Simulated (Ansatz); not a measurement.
# Be3P4Os: the cost of one run

Program: Ansatz 0.2.0. Level of theory: DFT PBE, scalar-relativistic, plane waves, PAW. These are calculated values, not measurements.

### Step 1. The starting structure

The structure is cubic, space group Pm-3m (No. 221). The conventional cell has a = 4.955 Å, b = 4.955 Å, c = 4.955 Å, α = 90.00°, β = 90.00°, γ = 90.00°. Around Be (site symmetry 4/mmm) lie 6 P at 2.48 Å. P (site symmetry m-3m) has 6 Be at 2.48 Å as nearest neighbours. Around P (site symmetry 4/mmm) lie 4 Be at 2.48 Å and 2 Os at 2.48 Å. Os (site symmetry m-3m) is surrounded by 6 P at 2.48 Å.

Structure file:

```xyz
8
Lattice="4.9554 0.0000 0.0000 0.0000 4.9554 0.0000 0.0000 0.0000 4.9554" Properties=species:S:1:pos:R:3 pbc="T T T"
Be    0.0000    0.0000    2.4777
Be    0.0000    2.4777    0.0000
Be    2.4777    0.0000    0.0000
P     0.0000    0.0000    0.0000
P     2.4777    2.4777    0.0000
P     2.4777    0.0000    2.4777
P     0.0000    2.4777    2.4777
Os    2.4777    2.4777    2.4777
```

Recipe of the guess: species swapped into a database cell of KNa3H4 (Pm-3m, No. 221), with Os on the K sites, Be on the Na sites and P on the H sites. Lengths come from tabulated atomic sizes and are only a guess.

### Step 2. A first look at the guess

input.yaml

```yaml
crystal:
  lattice:
    - [4.95537345, 0.0, 0.0]
    - [0.0, 4.95537345, 0.0]
    - [0.0, 0.0, 4.95537345]
  atoms:
    - { symbol: Be, position: [0.0, 0.0, 0.5] }
    - { symbol: Be, position: [0.0, 0.5, 0.0] }
    - { symbol: Be, position: [0.5, 0.0, 0.0] }
    - { symbol: P, position: [0.0, 0.0, 0.0] }
    - { symbol: P, position: [0.5, 0.5, 0.0] }
    - { symbol: P, position: [0.5, 0.0, 0.5] }
    - { symbol: P, position: [0.0, 0.5, 0.5] }
    - { symbol: Os, position: [0.5, 0.5, 0.5] }
basis:
  ecutwfc: 420
kpoints:
  mp_grid: { grid: [4, 4, 4] }
hamiltonian:
  xc: pbe
scf:
  occupations: { method: gaussian, width: 0.1 }
  lower_state_search: "off"
output:
  forces: true
  stress: true
  eigenvalues: true
```

On the command line:

```
$ ansatz run input.yaml --threads 1 --pin off --max-ram 2048MiB --backend cpu --events-out ev --progress --plain --runs-dir out
```

**Question.** How long does this run take on 1 thread of Arm Neoverse V2, shared host, and how much memory does it need?

About 2.1 s, with a peak of 0.36 GiB.
